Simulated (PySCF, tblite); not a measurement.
# C4H8FSi3 radical: geometry, infrared bands and EPR parameters

Aim: predict the infrared bands and EPR parameters of C4H8FSi3 radical (`F[C@]1(C#C[SiH2])C[SiH2][SiH2]1`).

The runs use tblite 0.8.0 and PySCF 2.14.0, with density-fitted response routines of our own; the level of theory stands in each step. All values are computed, except where a source is named. Atoms are numbered from 0 throughout.

## (1) Starting geometry

16 atoms, charge 0, multiplicity 2; geometry from: force field or distance geometry start.

Bonds of the start (Å): F0–C1 1.36, C1–C2 1.46, C2–C3 1.19, C3–Si4 1.87, C1–C5 1.57, C5–Si6 1.91, Si6–Si7 2.24, Si7–C1 1.94, Si4–H8 1.49, Si4–H9 1.48, C5–H10 1.10, C5–H11 1.10, Si6–H12 1.50, Si6–H13 1.49, Si7–H14 1.49, Si7–H15 1.50.

## (2) Geometry optimisation with GFN2-xTB

What the job is given:

```
{"job": {"kind": "relax", "xc": "GFN2-xTB", "basis": "xTB"}, "charge": 0, "multiplicity": 2}
F     -1.168400    -0.545300     1.707000
C     -0.532700    -0.193600     0.557600
C      0.879400     0.031700     0.875500
C      2.024200     0.247400     1.127100
Si     3.813100     0.556500     1.568500
C     -1.215700     0.950000    -0.268800
Si    -2.489100    -0.187500    -1.127300
Si    -0.743300    -1.554200    -0.811700
H      4.286000     1.816300     0.932100
H      4.664700    -0.555500     1.078400
H     -0.564300     1.457100    -0.992900
H     -1.690400     1.719500     0.350000
H     -3.695400    -0.448600    -0.274500
H     -2.792500     0.223500    -2.522100
H      0.267000    -1.497900    -1.903700
H     -1.050000    -2.933400    -0.306600
```

Started as:

```bash
$ OMP_NUM_THREADS=1 python probes_run.py task.json out
```

The driver reads the jobs from task.json and runs them one after another.

What it wrote:

```text
step      E/eV     max force
  0    -608.92546    3.015
  1    -609.00584    5.900
  2    -609.22918    0.923
  3    -609.28010    0.655
  4    -609.35266    1.197
  5    -609.38906    0.832
  6    -609.42048    0.380
  7    -609.44739    0.513
  8    -609.47124    0.563
  9    -609.48727    0.398
 10    -609.49837    0.289
 11    -609.50915    0.321
 12    -609.51972    0.375
 13    -609.52741    0.245
 14    -609.53239    0.176
 15    -609.53593    0.147
 16    -609.53878    0.180
 17    -609.54117    0.157
 18    -609.54312    0.111
 19    -609.54502    0.124
 20    -609.54700    0.154
 21    -609.54885    0.135
 22    -609.55045    0.096
 23    -609.55193    0.093
 24    -609.55341    0.106
 25    -609.55481    0.108
 26    -609.55602    0.097
 27    -609.55717    0.111
 28    -609.55842    0.115
 29    -609.55977    0.134
 30    -609.56117    0.121
 31    -609.56266    0.107
 32    -609.56440    0.138
 33    -609.56633    0.138
 34    -609.56804    0.117
 35    -609.56925    0.076
 36    -609.57010    0.074
 37    -609.57092    0.082
 38    -609.57182    0.084
 39    -609.57261    0.078
 40    -609.57316    0.048
 41    -609.57354    0.045
 42    -609.57388    0.053
 43    -609.57422    0.048
 44    -609.57455    0.044
 45    -609.57486    0.040
 46    -609.57517    0.060
 47    -609.57548    0.067
 48    -609.57581    0.055
 49    -609.57613    0.042
 50    -609.57638    0.036
 51    -609.57652    0.023
 52    -609.57662    0.026
 53    -609.57672    0.032
 54    -609.57687    0.040
 55    -609.57706    0.040
 56    -609.57726    0.031
 57    -609.57741    0.029
 58    -609.57753    0.031
 59    -609.57768    0.033
 60    -609.57788    0.032
 61    -609.57809    0.037
 62    -609.57830    0.038
 63    -609.57852    0.041
 64    -609.57885    0.047
 65    -609.57939    0.060
 66    -609.58015    0.071
 67    -609.58091    0.071
 68    -609.58145    0.073
 69    -609.58177    0.057
 70    -609.58202    0.037
 71    -609.58238    0.041
 72    -609.58281    0.043
 73    -609.58323    0.052
 74    -609.58356    0.059
 75    -609.58383    0.042
 76    -609.58404    0.036
 77    -609.58428    0.031
 78    -609.58444    0.023
 79    -609.58458    0.028
 80    -609.58467    0.019
 81    -609.58476    0.026
 82    -609.58482    0.020
 83    -609.58487    0.014
 84    -609.58490    0.017
 85    -609.58492    0.014
 86    -609.58495    0.014
 87    -609.58500    0.015
 88    -609.58504    0.018
 89    -609.58509    0.021
 90    -609.58513    0.018
 91    -609.58516    0.013
 92    -609.58518    0.011
 93    -609.58520    0.014
 94    -609.58523    0.018
 95    -609.58529    0.022
 96    -609.58538    0.025
 97    -609.58547    0.021
 98    -609.58552    0.015
 99    -609.58555    0.015
100    -609.58559    0.017
101    -609.58566    0.026
102    -609.58581    0.037
103    -609.58603    0.038
104    -609.58622    0.028
105    -609.58633    0.026
106    -609.58637    0.051
107    -609.58644    0.025
108    -609.58654    0.035
109    -609.58677    0.054
110    -609.58689    0.064
111    -609.58694    0.028
112    -609.58699    0.012
113    -609.58700    0.011
114    -609.58702    0.010
```

Wall time 3.4 s (1 thread of AMD EPYC, shared host); peak memory 0.18 GiB.

Along the way: (not every step is listed)

```tsv
step	energy from step 0 (eV)	largest force (eV/Å)
0	0.0000	3.0150
1	-0.0804	5.9003
2	-0.3037	0.9233
3	-0.3546	0.6548
4	-0.4272	1.1969
5	-0.4636	0.8322
6	-0.4950	0.3800
7	-0.5219	0.5130
8	-0.5458	0.5632
18	-0.6177	0.1108
28	-0.6330	0.1148
38	-0.6464	0.0838
48	-0.6504	0.0552
58	-0.6521	0.0311
68	-0.6560	0.0732
78	-0.6590	0.0231
88	-0.6596	0.0185
98	-0.6601	0.0150
108	-0.6611	0.0345
109	-0.6613	0.0544
110	-0.6614	0.0636
111	-0.6615	0.0278
112	-0.6615	0.0123
113	-0.6615	0.0112
114	-0.6616	0.0095
```

Distances of close pairs at the start and the end, largest changes first:

```tsv
bond	before (Å)	after (Å)	change (Å)
Si6–Si7	2.239	2.334	+0.094
C3–Si4	1.868	1.800	-0.069
F0–C1	1.360	1.420	+0.060
C1–C2	1.465	1.425	-0.040
Si4–H8	1.489	1.451	-0.038
Si7–H15	1.500	1.463	-0.037
Si6–H12	1.500	1.467	-0.033
Si4–H9	1.484	1.451	-0.033
```

The final coordinates are the input of the step that follows.

## (3) Vibrational analysis with GFN2-xTB

What the job is given:

```
{"job": {"kind": "ir", "xc": "GFN2-xTB", "basis": "xTB"}, "charge": 0, "multiplicity": 2}
F     -1.102394    -0.630655     1.746876
C     -0.476620    -0.277097     0.522156
C      0.897188     0.024229     0.748538
C      2.087302     0.262859     0.859422
Si     3.819923     0.605275     1.204553
C     -1.292147     0.882866    -0.100422
Si    -2.436412    -0.080740    -1.310454
Si    -0.899950    -1.739139    -0.731016
H      4.226692     1.992939     1.320175
H      4.806368    -0.348938     0.734187
H     -0.616181     1.566867    -0.614649
H     -1.785925     1.455825     0.683832
H     -3.822328    -0.167741    -0.838243
H     -2.466145     0.509449    -2.654659
H      0.249194    -2.010790    -1.602639
H     -1.196163    -2.959123     0.020934
```

What it wrote:

```text
mode    cm-1     km/mol
  1      34.0      0.87
  2      54.9      0.52
  3      72.3      1.01
  4      88.2      1.32
  5     160.8      1.64
  6     205.4      2.49
  7     223.9      6.87
  8     261.6     30.81
  9     294.2     17.32
 10     318.3      8.02
 11     331.1      9.98
 12     387.7      1.61
 13     398.9      2.08
 14     429.8      2.30
 15     450.4     14.07
 16     467.9      3.91
 17     477.4     80.24
 18     511.5     40.62
 19     539.1    199.84
 20     562.4    227.52
 21     644.9    234.80
 22     700.9     59.10
 23     731.3     48.03
 24     749.9    231.63
 25     770.5    240.12
 26     778.9    120.98
 27     796.5    174.17
 28     856.4    145.26
 29     982.1     24.06
 30    1096.1      4.25
 31    1183.2     13.57
 32    1234.0     11.15
 33    1460.9      4.49
 34    2159.3     25.41
 35    2195.3    103.73
 36    2207.2    264.23
 37    2223.8    491.41
 38    2247.4    353.47
 39    2363.3    391.98
 40    2365.8    260.39
 41    2985.1     26.84
 42    3001.3     10.31
```

It took 2.8 s on 1 thread of AMD EPYC, shared host; peak memory 0.18 GiB.

Which atoms move in the most intense modes:

```tsv
cm⁻¹	km/mol	atoms
645	234.8	H14 21 %, H12 20 %, H13 19 %, H15 19 %
750	231.6	H9 40 %, H8 39 %
770	240.1	H15 19 %, H14 17 %, C1 13 %
2207	264.2	H14 54 %, H13 32 %, H12 11 %
2224	491.4	H12 74 %, H14 22 %
2247	353.5	H15 94 %
2363	392.0	H9 92 %
2366	260.4	H8 93 %
```

## (4) EPR parameters: B3LYP/pcH-1

Same as in step 3 but for these lines:

```diff
@@ -1,2 +1,2 @@
-{"job": {"kind": "ir", "xc": "GFN2-xTB", "basis": "xTB"}, "charge": 0, "multiplicity": 2}
+{"job": {"kind": "epr", "basis": "pcH-1"}, "charge": 0, "multiplicity": 2}
 F     -1.102394    -0.630655     1.746876
```

Method: UKS B3LYP, pcH-1 on C F H Si, non-relativistic, mean-field spin-orbit, GIAO.

What it wrote:

```text
UKS, coarse grid
  cycle   1  E = -1125.36784256  |g| = 4.97e-01
  cycle   2  E = -1125.25264278  |g| = 7.29e-01
  cycle   3  E = -1125.46718150  |g| = 6.56e-02
  cycle   4  E = -1125.46805318  |g| = 4.27e-02
  cycle   5  E = -1125.46879430  |g| = 1.15e-02
  cycle   6  E = -1125.46884068  |g| = 8.13e-03
  cycle   7  E = -1125.46887684  |g| = 2.17e-03
  cycle   8  E = -1125.46888152  |g| = 9.42e-04
UKS, final grid
  cycle   1  E = -1125.46888331  |g| = 1.38e-03
  cycle   2  E = -1125.46888163  |g| = 2.40e-03
  cycle   3  E = -1125.46888431  |g| = 4.80e-04
  cycle   4  E = -1125.46888443  |g| = 1.26e-04
  cycle   5  E = -1125.46888447  |g| = 1.04e-04
  cycle   6  E = -1125.46888448  |g| = 2.78e-05
  cycle   7  E = -1125.46888449  |g| = 6.60e-06
E = -1125.46888449 Eh   <S^2> = 0.7579 (exact 0.7500)
g shifts (ppm)      1          2          3
  rmc          -135       -135       -135
  gc             14         65         56
  oz_so         -44       1185       1980
  total        -164       1116       1901
hyperfine (MHz)  atom isotope    a_iso     a_fc   dipolar eigenvalues
    0   19F      94.61      94.32    -32.49    -31.38     63.87
    1   13C      -3.46      -3.46     -0.87     -0.22      1.09
    2   13C      19.28      19.38    -20.67    -15.99     36.66
    3   13C     -23.41     -23.42    -11.78      0.97     10.82
    4  29Si    -269.37    -270.52   -174.48     86.86     87.63
    5   13C       3.18       3.18     -0.74     -0.59      1.33
    6  29Si      -0.38      -0.38     -0.18      0.05      0.13
    7  29Si      -2.51      -2.51     -1.15      0.53      0.62
    8    1H     -19.39     -19.40    -10.98      2.70      8.28
    9    1H     -19.39     -19.40    -10.99      2.71      8.29
   10    1H       2.85       2.85     -1.50     -0.62      2.12
   11    1H       1.55       1.55     -0.85     -0.50      1.35
   12    1H       0.14       0.14     -0.25     -0.24      0.50
   13    1H       0.43       0.43     -0.29     -0.25      0.54
   14    1H       0.94       0.94     -0.80     -0.56      1.36
   15    1H       1.83       1.83     -0.52     -0.43      0.95
```

Wall time 4.5 min (1 thread of AMD EPYC, shared host); peak memory 1.1 GiB.

Principal g values 2.00215, 2.00344, 2.00422; g(iso) = 2.00327, against 2.00232 for a free electron.

Hyperfine couplings; where a row names several nuclei, a(iso) is their mean (it holds for fast rotation or exchange) and the dipolar term the largest among them:

```tsv
nuclei	isotope	a(iso) (MHz)	a(iso) (G, at g = 2.0023)	largest dipolar term (MHz)
Si4	29Si	-269.4	-96.1	-174.5
F0	19F	94.6	33.8	63.9
C3	13C	-23.4	-8.4	-11.8
H8, H9	1H	-19.4	-6.9	-11.0
C2	13C	19.3	6.9	36.7
C1	13C	-3.5	-1.2	1.1
C5	13C	3.2	1.1	1.3
H10	1H	2.8	1.0	2.1
Si7	29Si	-2.5	-0.9	-1.1
H15	1H	1.8	0.7	0.9
H11	1H	1.5	0.6	1.4
H14	1H	0.9	0.3	1.4
H13	1H	0.4	0.2	0.5
Si6	29Si	-0.4	-0.1	-0.2
```

Mulliken spin populations:

F0 0.01; C1 -0.01; C2 0.25; C3 -0.16; Si4 0.95; C5 0.00; Si6 0.00; Si7 0.00; H8 -0.03; H9 -0.03; H10 0.00; H11 0.00; H12 0.00; H13 0.00; H14 0.00; H15 0.00

In first order the couplings over 0.8 MHz of 19F, 1H give 96 distinct lines over 50.2 G, if the averaged nuclei exchange fast.

The fields below are evaluated on a grid from the run's orbitals.

ELF in a plane through or near 5 of the atoms.

Ten even steps from '0' (0.00) to '9' (1.00):
```
0000000000000000000000000000
0000000000000000000000000000
0000000000000000000000000000
0000000000000002663000000000
0000000000000015996100000000
0000110000000026896100000000
0001552000100121155200000000
0004886114430150617510000000
0003896267774488279632100000
0002514192554747244489950000
0002416195243747341399980000
0003861187775266595599980000
0007999225541042175389940000
0008999101210146741013300000
0004998000000024630000000000
0000221000000001100000000000
0000000000000000000000000000
0000000000000000000000000000
0000000000000000000000000000
0000000000000000000000000000
```
The map spans 14.6 Å across and 10.4 Å up, centred on the molecule. Atoms in the plane (x, y in Å): C2 (-1.1, 0.0), C3 (-2.3, 0.0), Si4 (-4.1, -0.1), C5 (1.1, -1.1), H12 (3.9, -0.5).

On the surface of density 0.002 e/bohr³ the electrostatic potential runs, from the 1st to the 99th percentile, from -1.17 V near F0 to 1.43 V near Si7.

The spin density lies nearest to Si4 52 %; C2 15 %; H8, H9 about 10 % each; C3 9 % (beta excess).

## (5) Summary of results

```
                                 quantity                    value
strongest single infrared mode (GFN2-xTB)    2224 cm⁻¹, 491 km/mol
             zero-point energy (GFN2-xTB)            57.2 kcal/mol
                           g(iso) (B3LYP)                  2.00327
                                     ⟨S²⟩       0.758 (exact 0.75)
       largest a(iso) (averaged by class)  29Si on Si4, -269.4 MHz
    surface potential, 1st and 99th percentile       -1.17 V and 1.43 V
```

In words: The optimisation took 114 steps and gained 0.662 eV; among the close pairs (by a distance rule), Si6–Si7 changed most, from 2.239 to 2.334 Å. No mode is imaginary among the 42: a minimum at this level. The strongest single mode, at 2224 cm⁻¹, moves mainly H12. GFN2-xTB is a fitted tight-binding method: band positions and strengths are rough. Its intensities can rank the bands wrongly. Most of the unpaired spin sits on Si4 (0.95 e). The isotropic g lies 1.0 ppt above the free-electron value.
